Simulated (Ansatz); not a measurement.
# CH5BGeO: basis-set convergence

The task here is to estimate one member of a computed series from the others.

Computed with Ansatz 0.2.0, Gaussian basis. Level: one geometry, several basis sets.

Levels to be run: PBE0-D4/def2-SVP; ωB97M-V/def2-SVP; PBE0-D4/def2-QZVPP; ωB97M-V/def2-QZVPP; the functionals' def2-TZVPP values are taken from earlier runs.

**The geometry**

All runs share one geometry, relaxed beforehand with PBE0-D4 in a triple-zeta def2 set.

SMILES `O=C[BH][GeH3]`, 9 atoms, charge 0, spin multiplicity 1.

Atoms are counted from 1 here; the program's logs count them from 0.

Bond lengths: O1–C2 1.222 Å, C2–B3 1.536 Å, C2–H5 1.104 Å, B3–Ge4 2.059 Å, B3–H6 1.194 Å, Ge4–H7 1.537 Å, Ge4–H8 1.543 Å, Ge4–H9 1.538 Å. Angles: O1–C2–B3 99.6°, O1–C2–H5 121.9°, B3–C2–H5 138.5°, C2–B3–Ge4 120.9°, C2–B3–H6 117.3°, Ge4–B3–H6 121.4°, B3–Ge4–H7 111.7°, B3–Ge4–H8 107.8°, B3–Ge4–H9 112.8°, H7–Ge4–H8 107.5°, H7–Ge4–H9 108.8°, H8–Ge4–H9 107.9°.

The first run:

in.yaml reads:

```yaml
crystal:
  periodic: [false, false, false]
  atoms:
    - {symbol: O, position_ang: [0.029204, 2.199297, 0.167680]}
    - {symbol: C, position_ang: [-0.939754, 1.459839, 0.079667]}
    - {symbol: B, position_ang: [-0.352417, 0.191185, 0.714844]}
    - {symbol: Ge, position_ang: [0.719194, -1.157724, -0.413556]}
    - {symbol: H, position_ang: [-1.891284, 1.796754, -0.367528]}
    - {symbol: H, position_ang: [-0.418678, 0.093658, 1.903055]}
    - {symbol: H, position_ang: [2.094873, -1.452033, 0.205880]}
    - {symbol: H, position_ang: [-0.070322, -2.482634, -0.440937]}
    - {symbol: H, position_ang: [0.917684, -0.694644, -1.866206]}
basis:
  gaussian: {orbitals: def2-SVP}
hamiltonian: {xc: pbe0, dispersion: d4}
output: {orbitals: {seedname: orbitals}}
```

Launch:

```bash
ansatz run in.yaml --threads 2 --pin off --events-out ev --progress --plain --max-ram 4352MiB
```

Steps of the session up to this table: PBE0-D4 in def2-SVP; ωB97M-V in def2-SVP; PBE0-D4 in def2-QZVPP; ωB97M-V in def2-QZVPP.

One of the session's tables, all rows but one given; the rest of the session is left out.

It belongs to the step «Functionals by basis». 

```
functional       basis  HOMO (eV)  LUMO (eV)
   PBE0-D4    def2-SVP          ?          ?
   PBE0-D4  def2-TZVPP      -7.74      -1.83
   PBE0-D4  def2-QZVPP      -7.75      -1.86
   ωB97M-V    def2-SVP      -9.97       0.34
   ωB97M-V  def2-TZVPP     -10.05       0.12
   ωB97M-V  def2-QZVPP     -10.06       0.06
```

**Question.** Estimate the row for PBE0-D4, def2-SVP.

As computed: HOMO (eV): -7.68; LUMO (eV): -1.73. In the column «HOMO (eV)» it is the highest.
